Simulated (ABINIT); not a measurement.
Crystal: GaSb.

```
Sb Ga
1.0
     0.00000    3.05900    3.05900
     3.05900    0.00000    3.05900
     3.05900    3.05900    0.00000
Sb Ga
1 1
Direct
  0.75000 0.75000 0.75000
  0.00000 0.00000 0.00000
```

* Program: ABINIT 10.8.3 (patched build)
* Task: relaxation of cell and atoms
* Functional: PBE
* Potentials or basis: PseudoDojo NC SR PBE v0.4.1 standard
* Cutoff: 1088 eV
* k mesh: 6 × 6 × 6
* Occupations: fermi-dirac, width 0.05 eV
* Spin: no spin polarisation

At the start: pressure 2.5 GPa; volume 28.62 Å³/atom.

Where does the relaxation end?

Over 4 steps the energy falls by 10.9 meV/atom and the volume is 30.09 Å³/atom (+5.1 %); space group F-43m (No. 216, to 0.05 Å).

Step by step:
```csv
step,energy change (eV),largest force (eV/Å),pressure (GPa),volume (Å³)
1,0.0000,0.0000,2.46,57.25
2,-0.0061,0.0000,2.07,57.68
3,-0.0218,0.0000,0.06,60.10
4,-0.0218,0.0000,0.00,60.18
```

Final structure:
```cif
data_structure
_symmetry_space_group_name_H-M 'P 1'
_symmetry_Int_Tables_number 1
_cell_length_a 4.3986
_cell_length_b 4.3986
_cell_length_c 4.3986
_cell_angle_alpha 60.000
_cell_angle_beta 60.000
_cell_angle_gamma 60.000
_cell_volume 60.18
loop_
_atom_site_label
_atom_site_type_symbol
_atom_site_fract_x
_atom_site_fract_y
_atom_site_fract_z
_atom_site_occupancy
Sb1 Sb 0.75000 0.75000 0.75000 1
Ga1 Ga 0.00000 0.00000 0.00000 1
```
